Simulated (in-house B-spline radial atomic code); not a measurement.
**Si³⁺: excited configurations in jj coupling**

Wanted: excitation energies of Si³⁺ as differences of total energies (ΔSCF).

Program: in-house B-spline radial atomic code version 1. Level of theory: Dirac-Hartree-Fock, average of configuration, Fermi nucleus, basis-set limit. These are calculated values, not measurements, unless marked.

**1. The atom as given**

* element: silicon (Z = 14)
* charge: +3
* electrons: 11
* configuration: 1s2 2s2 2p6 3s1
* Hamiltonian: Dirac-Coulomb
* nucleus: Fermi, rms radius 3.122 fm

Input settings:

```ini
Z = 14
electrons = 11.0
configuration = 1s2 2s2 2p6 3s1
hamiltonian = dirac
method = hf
spin_polarised = False
nucleus = fermi
rms_radius = 3.1224
mass_number = 28
atomic_mass = 27.97692653442
speed_of_light = 137.035999084
```

From the earlier run of the reference: total energy -287.446555 hartree. Levels, eight at most:

```csv
orbital,occupation,energy (eV),<r> (bohr)
1s1/2,2,-1914.89,0.1110
2s1/2,2,-204.38,0.5602
2p1/2,2,-152.49,0.5310
2p3/2,4,-151.80,0.5330
3s1/2,1,-44.759,1.866
```

**2. Run with 1s2 2s2 2p-1 2p+4 3s1 7d-1**

In configurations, a minus sign after the shell means j = l − 1/2 and a plus sign j = l + 1/2; the count of electrons follows.

Settings: those of step 1 with these lines changed.

```diff
@@ -2,3 +2,3 @@
 electrons = 11.0
-configuration = 1s2 2s2 2p6 3s1
+configuration = 1s2 2s2 2p-1 2p+4 3s1 7d-1
 hamiltonian = dirac
```

Results of the run (chosen fields of its result record, rounded):

```text
status: converged
scf [iteration, energy, orbital gradient]:
  - [1, -278.782294189, 0.472]
  - [2, -281.986428234, 0.134]
  - [3, -282.132345368, 0.0529]
  - [4, -282.155861358, 0.0212]
  - [5, -282.160214172, 0.00377]
  - [6, -282.160410944, 0.00015]
  - [7, -282.160411249, 1.15e-05]
  - [8, -282.16041125, 2.27e-07]
energy [hartree]: {"total": -282.16041125, "kinetic": 283.385706988, "nuclear": -649.196570469, "coulomb": 100.853309028, "exact_exchange": -17.2028567978}
breit [hartree]: {"gaunt": 0.05567447, "retardation": -0.003630428, "frequency_dependence": -3.40172e-05}
qed [hartree]: {"self_energy": 0.03833712, "uehling": -0.002367083, "wichmann_kroll": 4.342712e-06}
recoil [hartree]: 0.004755891
total_with_corrections [hartree]: -282.067670961
orbitals [hartree, bohr; first row names the columns]:
  - ["name", "occ", "eps", "<r>"]
  - ["1s1/2", 2.0, -72.063071, 0.11094]
  - ["2s1/2", 2.0, -8.6912421, 0.54585]
  - ["2p1/2", 1.0, -7.0172047, 0.5055]
  - ["2p3/2", 4.0, -6.9028102, 0.50916]
  - ["3s1/2", 1.0, -2.2020388, 1.6782]
  - ["7d3/2", 1.0, -0.17084928, 16.802]
sum_r [bohr^k]: {"-1": 46.3712, "1": 22.33573, "2": 323.1262}
energy_minus_base [hartree]: 5.2861433
energy_minus_base_with_corrections [hartree]: 5.28381873
```

Run time: 0.66 s. Hardware: 1 thread, shared host.

energy_minus_base is the energy less that of the reference run.

**3. 1s2 2s2 2p6 5p-1**

Settings: those of step 2 with these lines changed.

```diff
@@ -2,3 +2,3 @@
 electrons = 11.0
-configuration = 1s2 2s2 2p-1 2p+4 3s1 7d-1
+configuration = 1s2 2s2 2p6 5p-1
 hamiltonian = dirac
```

Results of the run:

```text
status: converged
scf [iteration, energy, orbital gradient]:
  - [1, -283.55653171, 0.385]
  - [2, -286.036755069, 0.127]
  - [3, -286.175204453, 0.049]
  - [4, -286.196072896, 0.0198]
  - [5, -286.199578194, 0.0037]
  - [6, -286.199778032, 0.000157]
  - [7, -286.19977826, 1.04e-05]
  - [8, -286.199778261, 5.96e-07]
  - [9, -286.199778261, 2.6e-08]
energy [hartree]: {"total": -286.199778261, "kinetic": 287.450103693, "nuclear": -665.893272175, "coulomb": 111.509761812, "exact_exchange": -19.2663715903}
breit [hartree]: {"gaunt": 0.05836936, "retardation": -0.00390677, "frequency_dependence": -3.28002e-05}
qed [hartree]: {"self_energy": 0.03794629, "uehling": -0.002346268, "wichmann_kroll": 4.304596e-06}
recoil [hartree]: 0.004746447
total_with_corrections [hartree]: -286.104997694
orbitals [hartree, bohr; first row names the columns]:
  - ["name", "occ", "eps", "<r>"]
  - ["1s1/2", 2.0, -70.819243, 0.11105]
  - ["2s1/2", 2.0, -7.9226935, 0.55981]
  - ["2p1/2", 2.0, -6.0311722, 0.52882]
  - ["2p3/2", 4.0, -6.0032462, 0.53105]
  - ["5p1/2", 1.0, -0.39718549, 7.3357]
sum_r [bohr^k]: {"-1": 47.56382, "1": 11.8593, "2": 63.41486}
energy_minus_base [hartree]: 1.24677629
energy_minus_base_with_corrections [hartree]: 1.246492
```

It took 0.44 s on 1 thread, shared host.

**4. Run with 1s2 2s2 2p6 6s1**

Settings: those of step 3 with these lines changed.

```diff
@@ -2,3 +2,3 @@
 electrons = 11.0
-configuration = 1s2 2s2 2p6 5p-1
+configuration = 1s2 2s2 2p6 6s1
 hamiltonian = dirac
```

Results of the run:

```text
status: converged
scf [iteration, energy, orbital gradient]:
  - [1, -283.437468374, 0.386]
  - [2, -285.937671827, 0.123]
  - [3, -286.071058005, 0.0475]
  - [4, -286.091370046, 0.019]
  - [5, -286.094847322, 0.00358]
  - [6, -286.095034377, 0.000117]
  - [7, -286.095034555, 3.56e-06]
  - [8, -286.095034555, 6.46e-08]
energy [hartree]: {"total": -286.095034555, "kinetic": 287.345239275, "nuclear": -665.162822106, "coulomb": 110.986804181, "exact_exchange": -19.2642559042}
breit [hartree]: {"gaunt": 0.05833833, "retardation": -0.003901405, "frequency_dependence": -3.27973e-05}
qed [hartree]: {"self_energy": 0.03795869, "uehling": -0.002346966, "wichmann_kroll": 4.305874e-06}
recoil [hartree]: 0.004746108
total_with_corrections [hartree]: -286.000268293
orbitals [hartree, bohr; first row names the columns]:
  - ["name", "occ", "eps", "<r>"]
  - ["1s1/2", 2.0, -70.873851, 0.11105]
  - ["2s1/2", 2.0, -7.9748218, 0.55965]
  - ["2p1/2", 2.0, -6.080728, 0.52888]
  - ["2p3/2", 4.0, -6.0553134, 0.53088]
  - ["6s1/2", 1.0, -0.29243141, 10.277]
sum_r [bohr^k]: {"-1": 47.51164, "1": 14.79932, "2": 120.8907}
energy_minus_base [hartree]: 1.35151999
energy_minus_base_with_corrections [hartree]: 1.3512214
```

Run time: 0.45 s. Hardware: 1 thread, shared host.

**5. Configuration 1s2 2s2 2p6 5g+1**

Settings: those of step 4 with these lines changed.

```diff
@@ -2,3 +2,3 @@
 electrons = 11.0
-configuration = 1s2 2s2 2p6 6s1
+configuration = 1s2 2s2 2p6 5g+1
 hamiltonian = dirac
```

Results of the run:

```text
status: converged
scf [iteration, energy, orbital gradient]:
  - [1, -283.455141497, 0.386]
  - [2, -285.968129743, 0.123]
  - [3, -286.09888841, 0.0477]
  - [4, -286.118946835, 0.0191]
  - [5, -286.122429729, 0.00353]
  - [6, -286.122610984, 0.000123]
  - [7, -286.122611191, 3.59e-06]
  - [8, -286.122611191, 2.21e-07]
energy [hartree]: {"total": -286.122611191, "kinetic": 287.372274308, "nuclear": -665.513104827, "coulomb": 111.278231003, "exact_exchange": -19.2600116745}
breit [hartree]: {"gaunt": 0.05832396, "retardation": -0.003900264, "frequency_dependence": -3.282172e-05}
qed [hartree]: {"self_energy": 0.03794895, "uehling": -0.002346402, "wichmann_kroll": 4.304841e-06}
recoil [hartree]: 0.004746743
total_with_corrections [hartree]: -286.027866723
orbitals [hartree, bohr; first row names the columns]:
  - ["name", "occ", "eps", "<r>"]
  - ["1s1/2", 2.0, -70.846163, 0.11105]
  - ["2s1/2", 2.0, -7.9441196, 0.55962]
  - ["2p1/2", 2.0, -6.0509194, 0.52874]
  - ["2p3/2", 4.0, -6.0254957, 0.53074]
  - ["5g9/2", 1.0, -0.3200045, 6.8748]
sum_r [bohr^k]: {"-1": 47.53666, "1": 11.39656, "2": 54.44556}
energy_minus_base [hartree]: 1.32394336
energy_minus_base_with_corrections [hartree]: 1.32362297
```

Run time: 0.52 s. Hardware: 1 thread, shared host.

**6. Configuration 1s2 2s2 2p6 4s1**

Settings: those of step 5 with these lines changed.

```diff
@@ -2,3 +2,3 @@
 electrons = 11.0
-configuration = 1s2 2s2 2p6 5g+1
+configuration = 1s2 2s2 2p6 4s1
 hamiltonian = dirac
```

Results of the run:

```text
status: converged
scf [iteration, energy, orbital gradient]:
  - [1, -283.94816178, 0.387]
  - [2, -286.409861431, 0.123]
  - [3, -286.54855393, 0.047]
  - [4, -286.569371611, 0.0186]
  - [5, -286.572847496, 0.00368]
  - [6, -286.573046795, 0.000111]
  - [7, -286.573046963, 4.77e-06]
  - [8, -286.573046963, 1.37e-07]
energy [hartree]: {"total": -286.573046963, "kinetic": 287.824976917, "nuclear": -667.992792177, "coulomb": 112.873806455, "exact_exchange": -19.2790381576}
breit [hartree]: {"gaunt": 0.05838489, "retardation": -0.003904919, "frequency_dependence": -3.271668e-05}
qed [hartree]: {"self_energy": 0.03799058, "uehling": -0.002348809, "wichmann_kroll": 4.309252e-06}
recoil [hartree]: 0.004755025
total_with_corrections [hartree]: -286.4781986
orbitals [hartree, bohr; first row names the columns]:
  - ["name", "occ", "eps", "<r>"]
  - ["1s1/2", 2.0, -70.680429, 0.11105]
  - ["2s1/2", 2.0, -7.791466, 0.55974]
  - ["2p1/2", 2.0, -5.8942525, 0.52938]
  - ["2p3/2", 4.0, -5.8688681, 0.53139]
  - ["4s1/2", 1.0, -0.7705114, 3.9227]
sum_r [bohr^k]: {"-1": 47.71378, "1": 8.448605, "2": 20.20107}
energy_minus_base [hartree]: 0.873507587
energy_minus_base_with_corrections [hartree]: 0.873291095
```

Run time: 0.37 s. Hardware: 1 thread, shared host.

**7. Configuration 1s2 2s1 2p6 3s1 4d+1**

Settings: those of step 6 with these lines changed.

```diff
@@ -2,3 +2,3 @@
 electrons = 11.0
-configuration = 1s2 2s2 2p6 4s1
+configuration = 1s2 2s1 2p6 3s1 4d+1
 hamiltonian = dirac
```

Results of the run:

```text
status: converged
scf [iteration, energy, orbital gradient]:
  - [1, -277.204671996, 0.504]
  - [2, -280.392799836, 0.17]
  - [3, -280.592734429, 0.0516]
  - [4, -280.614053597, 0.0214]
  - [5, -280.618127401, 0.0042]
  - [6, -280.618277405, 0.000362]
  - [7, -280.618278073, 8.47e-05]
  - [8, -280.618278143, 4.07e-05]
  - [9, -280.618278152, 4.56e-06]
  - [10, -280.618278152, 7.26e-07]
  - [11, -280.618278152, 2.37e-07]
energy [hartree]: {"total": -280.618278152, "kinetic": 281.81961147, "nuclear": -648.87578072, "coulomb": 103.280256445, "exact_exchange": -16.8423653469}
breit [hartree]: {"gaunt": 0.05702256, "retardation": -0.003949919, "frequency_dependence": -3.611303e-05}
qed [hartree]: {"self_energy": 0.03687729, "uehling": -0.002282847, "wichmann_kroll": 4.188374e-06}
recoil [hartree]: 0.004588291
total_with_corrections [hartree]: -280.526054704
orbitals [hartree, bohr; first row names the columns]:
  - ["name", "occ", "eps", "<r>"]
  - ["1s1/2", 2.0, -71.734157, 0.11112]
  - ["2s1/2", 1.0, -8.4023497, 0.53317]
  - ["2p1/2", 2.0, -6.5950836, 0.51108]
  - ["2p3/2", 4.0, -6.5694292, 0.51313]
  - ["3s1/2", 1.0, -2.2983695, 1.6971]
  - ["4d5/2", 1.0, -0.54346978, 4.756]
sum_r [bohr^k]: {"-1": 46.34828, "1": 10.28318, "2": 31.56776}
energy_minus_base [hartree]: 6.8282764
energy_minus_base_with_corrections [hartree]: 6.82543499
```

Run time: 0.69 s. Hardware: 1 thread, shared host.

**8. Configuration 1s2 2s1 2p6 3s1 5s1**

Settings: those of step 7 with these lines changed.

```diff
@@ -2,3 +2,3 @@
 electrons = 11.0
-configuration = 1s2 2s1 2p6 3s1 4d+1
+configuration = 1s2 2s1 2p6 3s1 5s1
 hamiltonian = dirac
```

Results of the run:

```text
status: converged
scf [iteration, energy, orbital gradient]:
  - [1, -277.134555334, 0.526]
  - [2, -280.37258794, 0.127]
  - [3, -280.514464597, 0.0516]
  - [4, -280.535836006, 0.0234]
  - [5, -280.540558925, 0.00314]
  - [6, -280.540823978, 0.0029]
  - [7, -280.540848346, 0.000913]
  - [8, -280.540850697, 0.000251]
  - [9, -280.540851022, 7.47e-05]
  - [10, -280.540851034, 3.21e-05]
  - [11, -280.540851041, 4.36e-06]
  - [12, -280.540851041, 8.8e-07]
  - [13, -280.540851041, 3.2e-07]
  - [14, -280.540851041, 4.22e-08]
energy [hartree]: {"total": -280.540851041, "kinetic": 281.743535523, "nuclear": -647.965193111, "coulomb": 102.519133512, "exact_exchange": -16.8383269653}
breit [hartree]: {"gaunt": 0.0570529, "retardation": -0.003949737, "frequency_dependence": -3.608932e-05}
qed [hartree]: {"self_energy": 0.03689988, "uehling": -0.002284176, "wichmann_kroll": 4.19081e-06}
recoil [hartree]: 0.004590882
total_with_corrections [hartree]: -280.448573186
orbitals [hartree, bohr; first row names the columns]:
  - ["name", "occ", "eps", "<r>"]
  - ["1s1/2", 2.0, -71.806027, 0.11112]
  - ["2s1/2", 1.0, -8.4485689, 0.53894]
  - ["2p1/2", 2.0, -6.6730705, 0.51107]
  - ["2p3/2", 4.0, -6.6460862, 0.51295]
  - ["3s1/2", 1.0, -2.3785623, 1.692]
  - ["5s1/2", 1.0, -0.49037275, 6.4777]
sum_r [bohr^k]: {"-1": 46.28324, "1": 12.00478, "2": 52.5193}
energy_minus_base [hartree]: 6.90570351
energy_minus_base_with_corrections [hartree]: 6.90291651
```

It took 0.73 s on 1 thread, shared host.

**9. Energies above the reference**

| net move | configuration | energy above the reference (eV) | with Breit, QED, recoil (eV) | largest <r> (bohr) |
| --- | --- | --- | --- | --- |
| 3s → 4s | 1s2 2s2 2p6 4s1 | 23.769 | 23.763 | 3.92 |
| 3s → 5p1/2 | 1s2 2s2 2p6 5p-1 | 33.927 | 33.919 | 7.34 |
| 3s → 5g9/2 | 1s2 2s2 2p6 5g+1 | 36.026 | 36.018 | 6.87 |
| 3s → 6s | 1s2 2s2 2p6 6s1 | 36.777 | 36.769 | 10.3 |
| 2p1/2 → 7d3/2 | 1s2 2s2 2p-1 2p+4 3s1 7d-1 | 143.84 | 143.78 | 16.8 |
| 2s → 4d5/2 | 1s2 2s1 2p6 3s1 4d+1 | 185.81 | 185.73 | 4.76 |
| 2s → 5s | 1s2 2s1 2p6 3s1 5s1 | 187.91 | 187.84 | 6.48 |

**Reading.** At the bottom stands 3s → 4s (23.769 eV), at the top 2s → 5s (187.91 eV). Koopmans' estimate of the ionisation threshold is 44.759 eV; 3 configurations exceed it by over 2 % and could autoionise. Two partly filled shells share a symmetry and can mix in the average, which may lower the energy, for: 2s → 4d5/2; 2s → 5s. These are averages over configurations, without correlation, not spectroscopic levels.
